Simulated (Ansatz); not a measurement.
# GeBrF₂ radical: basis-set convergence

Aim: see how fast density functionals converge with the basis set for GeBrF₂ radical.

Program: Ansatz 0.2.0, Gaussian basis. Level of theory: one geometry, several basis sets. These are calculated values, not measurements.

Plan: PBE0-D4/def2-SVP; ωB97M-V/def2-SVP; PBE0-D4/def2-QZVPP; ωB97M-V/def2-QZVPP; the functionals' def2-TZVPP values are taken from earlier runs.

### 1 Structure used throughout

An earlier PBE0-D4 in a triple-zeta def2 set relaxation fixed the geometry.

SMILES `[F][Ge]([F])[Br]`, 4 atoms, charge 0, spin multiplicity 2.

Atoms are counted from 1 here; the program's logs count them from 0.

Bond lengths: F1–Ge2 1.727 Å, Ge2–F3 1.727 Å, Ge2–Br4 2.302 Å. Angles: F1–Ge2–F3 103.8°, F1–Ge2–Br4 108.9°, F3–Ge2–Br4 108.9°.

### 2 PBE0-D4 in def2-SVP

Input file in.yaml:

```yaml
crystal:
  periodic: [false, false, false]
  atoms:
    - {symbol: F, position_ang: [1.069456, 0.798484, 0.998724]}
    - {symbol: Ge, position_ang: [-0.237902, -0.184042, 0.443567]}
    - {symbol: F, position_ang: [0.543723, -1.585539, -0.194912]}
    - {symbol: Br, position_ang: [-1.319677, 0.910898, -1.267679]}
basis:
  gaussian: {orbitals: def2-SVP}
magnetization: {spin_polarized: true, initial_magnetization: 1}
hamiltonian: {xc: pbe0, dispersion: d4}
output: {orbitals: {seedname: orbitals}}
```

After this run come: ωB97M-V in def2-SVP; PBE0-D4 in def2-QZVPP; ωB97M-V in def2-QZVPP.

Q: Predict the results of all the runs planned. Wanted: PBE0-D4: double and triple zeta above quadruple; ωB97M-V: double and triple zeta above quadruple.

As calculated:

| quantity | value |
| --- | --- |
| PBE0-D4: double and triple zeta above quadruple | 25.61, 2.98 eV |
| ωB97M-V: double and triple zeta above quadruple | 25.55, 2.87 eV |

What this shows: For PBE0-D4 the step from double to triple zeta gains 22.63 eV and the next only 2.98 eV. Total energies overstate the basis error of differences, where much of it tends to cancel.
